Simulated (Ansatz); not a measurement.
# C₃H₁₀NO₃V: small, medium and large basis sets

The task here is to estimate one member of a computed series from the others.

Computed with Ansatz 0.2.0, Gaussian basis. Level: one geometry, several basis sets.

The runs, in order: PBE0-D4/def2-SVP; ωB97M-V/def2-SVP; PBE0-D4/def2-QZVPP; ωB97M-V/def2-QZVPP; the functionals' def2-TZVPP values are taken from earlier runs.

### Structure used throughout

The geometry comes from an earlier relaxation with PBE0-D4 in a triple-zeta def2 set; it is a stationary point, not always the lowest conformer.

18 atoms, charge 0, spin multiplicity 1.

Atoms are counted from 1 here; the program's logs count them from 0.

Bond lengths: C1–O2 1.406 Å, C1–H9 1.100 Å, C1–H10 1.095 Å, C1–H11 1.095 Å, O2–V3 1.782 Å, V3–N4 1.613 Å, V3–O5 1.757 Å, V3–O7 1.757 Å, N4–H12 1.010 Å, O5–C6 1.395 Å, C6–H13 1.095 Å, C6–H14 1.095 Å, C6–H15 1.095 Å, O7–C8 1.395 Å, C8–H16 1.095 Å, C8–H17 1.095 Å, C8–H18 1.095 Å. Angles: O2–C1–H9 113.2°, O2–C1–H10 109.6°, O2–C1–H11 109.6°, H9–C1–H10 107.7°, H9–C1–H11 107.7°, H10–C1–H11 109.0°, C1–O2–V3 115.5°, O2–V3–N4 106.9°, O2–V3–O5 110.3°, O2–V3–O7 110.3°, N4–V3–O5 109.8°, N4–V3–O7 109.9°, O5–V3–O7 109.6°, V3–N4–H12 177.8°, V3–O5–C6 137.3°, O5–C6–H13 109.8°, O5–C6–H14 109.6°, O5–C6–H15 111.3° and more.

Set-up of the first run:

in.yaml reads:

```yaml
crystal:
  periodic: [false, false, false]
  atoms:
    - {symbol: C, position_ang: [-1.097535, -1.484151, 1.925012]}
    - {symbol: O, position_ang: [0.035456, -0.656847, 1.832589]}
    - {symbol: V, position_ang: [0.292928, 0.115070, 0.247299]}
    - {symbol: N, position_ang: [1.632109, 1.004889, 0.370479]}
    - {symbol: O, position_ang: [-1.071684, 1.144256, -0.158551]}
    - {symbol: C, position_ang: [-1.313671, 2.508657, -0.318765]}
    - {symbol: O, position_ang: [0.500319, -1.105581, -0.998964]}
    - {symbol: C, position_ang: [1.522518, -1.549360, -1.837976]}
    - {symbol: H, position_ang: [-1.673312, -1.535782, 0.988786]}
    - {symbol: H, position_ang: [-0.788280, -2.502275, 2.182221]}
    - {symbol: H, position_ang: [-1.765047, -1.105784, 2.705795]}
    - {symbol: H, position_ang: [2.466309, 1.573546, 0.411271]}
    - {symbol: H, position_ang: [-2.006136, 2.856782, 0.454995]}
    - {symbol: H, position_ang: [-1.769920, 2.689152, -1.297842]}
    - {symbol: H, position_ang: [-0.387234, 3.087546, -0.247765]}
    - {symbol: H, position_ang: [1.184562, -1.517556, -2.879204]}
    - {symbol: H, position_ang: [2.417653, -0.927252, -1.737202]}
    - {symbol: H, position_ang: [1.783363, -2.583810, -1.590478]}
basis:
  gaussian: {orbitals: def2-SVP}
hamiltonian: {xc: pbe0, dispersion: d4}
output: {orbitals: {seedname: orbitals}}
```

The run is started by

```sh
$ ansatz run in.yaml --threads 4 --pin off --events-out ev --progress --plain --max-ram 41984MiB --backend cpu
```

Among the steps run: PBE0-D4 in def2-SVP; ωB97M-V in def2-SVP; PBE0-D4 in def2-QZVPP; ωB97M-V in def2-QZVPP.

One table of the session follows, with a row left open; its other results are not shown here.

It belongs to the step «Density functionals: the series». 

```
functional       basis  HOMO (eV)
   PBE0-D4    def2-SVP      -7.42
   PBE0-D4  def2-TZVPP          ?
   PBE0-D4  def2-QZVPP      -7.64
   ωB97M-V    def2-SVP      -9.71
   ωB97M-V  def2-TZVPP      -9.92
   ωB97M-V  def2-QZVPP      -9.95
```

Estimate the missing values for PBE0-D4, def2-TZVPP.

The run gave: HOMO (eV): -7.62. In the column «HOMO (eV)» it lies between PBE0-D4, def2-QZVPP (-7.64) and PBE0-D4, def2-SVP (-7.42).
